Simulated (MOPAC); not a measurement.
**PM6-D3H4 (COSMO ε = 999, electric field (0.1, 0.5, 0.2) V/angstrom, solvent radius 3 angstrom, surface segments 252) run of C3H10GeS (Ge(SH)Me3)**

Aim: the energy difference between two shapes of C3H10GeS (Ge(SH)Me3) at PM6-D3H4 (COSMO ε = 999, electric field (0.1, 0.5, 0.2) V/angstrom, solvent radius 3 angstrom, surface segments 252), from 2 runs. 

Program for the calculation: MOPAC 23.2.5.

3 further runs of the same task are left out: 1 that didn't finish, 2 set aside as unsound or not needed.

## (1) The system as given

C3H10GeS: 15 atoms, total charge 0, spin state singlet. SMILES: `[CH3][Ge]([CH3])([CH3])[SH]`. Geometry: a GFN2-xTB relaxation, a rough one for these elements and not checked as a minimum. This is one conformer, not always the lowest.

Bond lengths: Ge1–S2 2.244 Å, Ge1–C4 1.996 Å, Ge1–C8 1.986 Å, Ge1–C12 1.997 Å, S2–H3 1.325 Å, C4–H5 1.085 Å, C4–H6 1.087 Å, C4–H7 1.086 Å, C8–H9 1.086 Å, C8–H10 1.086 Å, C8–H11 1.086 Å, C12–H13 1.086 Å, C12–H14 1.087 Å, C12–H15 1.085 Å. Some angles: S2–Ge1–C4 108.6°, S2–Ge1–C8 106.0°, S2–Ge1–C12 108.6°, C4–Ge1–C8 111.6°, C4–Ge1–C12 110.3°, C8–Ge1–C12 111.6°, Ge1–S2–H3 94.0°, Ge1–C4–H5 109.8°, Ge1–C4–H6 111.0°, Ge1–C4–H7 110.7°.

## (2) The charge distribution at PM6-D3H4 (COSMO ε = 999, electric field (0.1, 0.5, 0.2) V/angstrom, solvent radius 3 angstrom, surface segments 252)

calc.mop reads:

```
PM6-D3H4 EPS=999 1SCF NSPA=252 FIELD=(0.1,0.5,0.2) SUPER LOCALIZE RSOLV=3.0 AUX(PRECISION=9) THREADS=1
PM6-D3H4 properties
[CH3][Ge]([CH3])([CH3])[SH]
Ge    0.000000  0    0.000000  0    0.000000  0   0   0   0
S     2.244478  1    0.000000  0    0.000000  0   1   0   0
H     1.324797  1   93.987700  1    0.000000  0   2   1   0
C     1.996365  1  108.601790  1  -59.049900  1   1   2   3
H     1.085236  1  109.828220  1 -176.235120  1   4   1   2
H     1.086642  1  108.363910  1  121.391790  1   4   5   1
H     1.086048  1  108.527270  1  117.506550  1   4   5   6
C     1.986390  1  111.557450  1  -59.804470  1   1   4   5
H     1.086096  1  110.404930  1   63.340120  1   8   1   4
H     1.086373  1  108.582790  1  121.260730  1   8   9   1
H     1.086290  1  108.573620  1  117.492690  1   8   9  10
C     1.996609  1  111.622180  1  -60.570980  1   1   8   9
H     1.086056  1  110.680510  1  -59.510660  1  12   1   8
H     1.086646  1  108.390840  1  121.955720  1  12  13   1
H     1.085043  1  108.541730  1  117.475270  1  12  13  14
```

The run is started by

```
mopac calc.mop
```

calc.out:

```text
MOPAC v23.2.5
PM6-D3H4 CALCULATION RESULTS
[...]
           Empirical Formula: C3 H10 Ge S  =    15 atoms
      MOLECULAR POINT GROUP   :   Cs
[...]
     SCF FIELD WAS ACHIEVED
[...]
          FINAL HEAT OF FORMATION =        -16.89489 KCAL/MOL =     -70.68820 KJ/MOL
          VAN DER WAALS AREA      =        231.06 SQUARE ANGSTROMS
          DIELECTRIC ENERGY       =         -0.40749 EV
          COSMO AREA              =        231.06 SQUARE ANGSTROMS
          COSMO VOLUME            =        241.09 CUBIC ANGSTROMS
          IONIZATION POTENTIAL    =          9.709372 EV
          HOMO LUMO ENERGIES (EV) =         -9.709 -0.300
          NO. OF FILLED LEVELS    =         16
          MOLECULAR WEIGHT        =        150.7620         POINT GROUP:  Cs
[...]
                             CARTESIAN COORDINATES
   1   Ge        0.000000000     0.000000000     0.000000000
   2    S        2.244478000     0.000000000     0.000000000
   3    H        2.336607456     1.321589669     0.000000000
   4    C       -0.636818313     0.973076166     1.622670153
   5    H       -1.719717609     0.927893816     1.677668750
   6    H       -0.338868083     2.017623895     1.592067234
   7    H       -0.226574817     0.525986175     2.523398232
   8    C       -0.546543526    -1.909442975     0.032602612
   9    H       -1.629111756    -1.993896093     0.009838163
  10    H       -0.180324942    -2.394338533     0.933139419
  11    H       -0.140289105    -2.435688409    -0.826495201
  12    C       -0.637162652     0.919506529    -1.653777191
  13    H       -0.234566612     0.437596350    -2.539890413
[...]
              NET ATOMIC CHARGES AND DIPOLE CONTRIBUTIONS
  ATOM NO.   TYPE          CHARGE      No. of ELECS.   s-Pop       p-Pop       d-Pop
    1         Ge           0.840055        3.1599     1.16382     1.99612
    2          S          -0.641431        6.6414     1.93148     4.59568     0.11428
    3          H           0.213844        0.7862     0.78616
    4          C          -0.711332        4.7113     1.10208     3.60925
    5          H           0.182854        0.8171     0.81715
    6          H           0.145794        0.8542     0.85421
    7          H           0.172493        0.8275     0.82751
    8          C          -0.649654        4.6497     1.10136     3.54829
    9          H           0.201324        0.7987     0.79868
   10          H           0.186580        0.8134     0.81342
   11          H           0.207410        0.7926     0.79259
   12          C          -0.685205        4.6852     1.10197     3.58324
[...]
 DIPOLE           X         Y         Z       TOTAL
 POINT-CHG.    -4.370    -0.241    -0.663     4.426
 HYBRID         0.423     0.009     0.164     0.454
 SUM           -3.947    -0.232    -0.499     3.985
[...]
 * JOB ENDED NORMALLY *
[...]
```

Run time: 0.06 s. Hardware: 1 thread of Arm Neoverse N1, shared host.

Atomic charges (e):

```csv
atom,program's own
Ge1,+0.840
S2,-0.641
H3,+0.214
C4,-0.711
H5,+0.183
H6,+0.146
H7,+0.172
C8,-0.650
H9,+0.201
H10,+0.187
H11,+0.207
C12,-0.685
H13,+0.198
H14,+0.150
H15,+0.189
```

## (3) The distorted shape at the same level

input.mop reads:

```
PM6-D3H4 SUPER SINGLET NSPA=252 FIELD=(0.1,0.5,0.2) RSOLV=3.0 ++
EPS=999 1SCF LOCALIZE AUX(PRECISION=6) T=10M THREADS=1
C3H10GeS

Ge    0.000000  0    0.000000  0    0.000000  0   0   0   0
S     2.261835  1    0.000000  0    0.000000  0   1   0   0
H     1.348043  1   94.406240  1    0.000000  0   2   1   0
C     2.012556  1  108.536190  1  -56.287420  1   1   2   3
H     1.099666  1  109.339920  1 -178.117860  1   4   1   2
H     1.113989  1  107.838350  1  122.307390  1   4   5   1
H     1.078584  1  109.866240  1  115.850610  1   4   5   6
C     1.971995  1  111.303170  1   59.352450  1   1   4   7
H     1.111489  1  108.423600  1   66.498100  1   8   1   4
H     0.997865  1  110.685340  1  120.540100  1   8   9   1
H     1.068312  1  114.687470  1 -117.992880  1   8  10   9
C     1.999095  1  115.020410  1 -178.666320  1   1   8  10
H     1.093230  1  109.725950  1  -53.860350  1  12   1   8
H     1.092645  1  111.886870  1  127.182830  1  12  13   1
H     1.070562  1  110.121490  1 -113.938080  1  12  14  13
```

The run is started by

```
mopac input.mop
```

input.out (excerpt; [...] marks lines left out):

```text
MOPAC v23.2.5
PM6-D3H4 CALCULATION RESULTS
[...]
           Empirical Formula: C3 H10 Ge S  =    15 atoms
      MOLECULAR POINT GROUP   :   C1
[...]
     SCF FIELD WAS ACHIEVED
[...]
          FINAL HEAT OF FORMATION =        -12.49617 KCAL/MOL =     -52.28399 KJ/MOL
          VAN DER WAALS AREA      =        231.23 SQUARE ANGSTROMS
          DIELECTRIC ENERGY       =         -0.44426 EV
          COSMO AREA              =        231.23 SQUARE ANGSTROMS
          COSMO VOLUME            =        241.12 CUBIC ANGSTROMS
          IONIZATION POTENTIAL    =          9.700663 EV
          HOMO LUMO ENERGIES (EV) =         -9.701 -0.308
          NO. OF FILLED LEVELS    =         16
          MOLECULAR WEIGHT        =        150.7620         POINT GROUP:  C1
[...]
                             CARTESIAN COORDINATES
   1   Ge        0.000000000     0.000000000     0.000000000
   2    S        2.261835000     0.000000000     0.000000000
   3    H        2.365401929     1.344058712     0.000000000
   4    C       -0.639798772     1.059075324     1.587261365
[...]
              NET ATOMIC CHARGES AND DIPOLE CONTRIBUTIONS
  ATOM NO.   TYPE          CHARGE      No. of ELECS.   s-Pop       p-Pop       d-Pop
    1         Ge           0.864694        3.1353     1.16722     1.96808
    2          S          -0.662012        6.6620     1.93427     4.61717     0.11057
    3          H           0.219321        0.7807     0.78068
    4          C          -0.710933        4.7109     1.10906     3.60187
    5          H           0.181623        0.8184     0.81838
    6          H           0.144539        0.8555     0.85546
    7          H           0.166527        0.8335     0.83347
    8          C          -0.652024        4.6520     1.08925     3.56277
    9          H           0.212084        0.7879     0.78792
   10          H           0.175854        0.8241     0.82415
   11          H           0.209964        0.7900     0.79004
   12          C          -0.697042        4.6970     1.10206     3.59498
[...]
 DIPOLE           X         Y         Z       TOTAL
 POINT-CHG.    -4.794    -0.201    -0.934     4.889
 HYBRID         0.386    -0.024     0.149     0.415
 SUM           -4.409    -0.226    -0.784     4.483
[...]
 * JOB ENDED NORMALLY *
[...]
```

Wall time 0.06 s (1 thread of Arm Neoverse N1, shared host).

Atomic charges (e):

```csv
atom,program's own
Ge1,+0.865
S2,-0.662
H3,+0.219
C4,-0.711
H5,+0.182
H6,+0.145
H7,+0.167
C8,-0.652
H9,+0.212
H10,+0.176
H11,+0.210
C12,-0.697
H13,+0.204
H14,+0.156
H15,+0.188
```

## (4) What came out

At PM6-D3H4 (COSMO ε = 999, electric field (0.1, 0.5, 0.2) V/angstrom, solvent radius 3 angstrom, surface segments 252):

| quantity | value |
| --- | --- |
| first shape: dipole moment | 3.98 D |
| first shape: HOMO–LUMO gap | 9.41 eV |
| first shape: heat of formation | -16.9 kcal/mol |
| distorted shape: dipole moment | 4.48 D |
| distorted shape: HOMO–LUMO gap | 9.39 eV |
| distorted shape: heat of formation | -12.5 kcal/mol |
| energy change with the atoms displaced | 0.191 eV |

With the atoms displaced the energy rises by 0.19 eV (18.4 kJ/mol). The first shape isn't relaxed at this level, so the change isn't measured from a minimum.
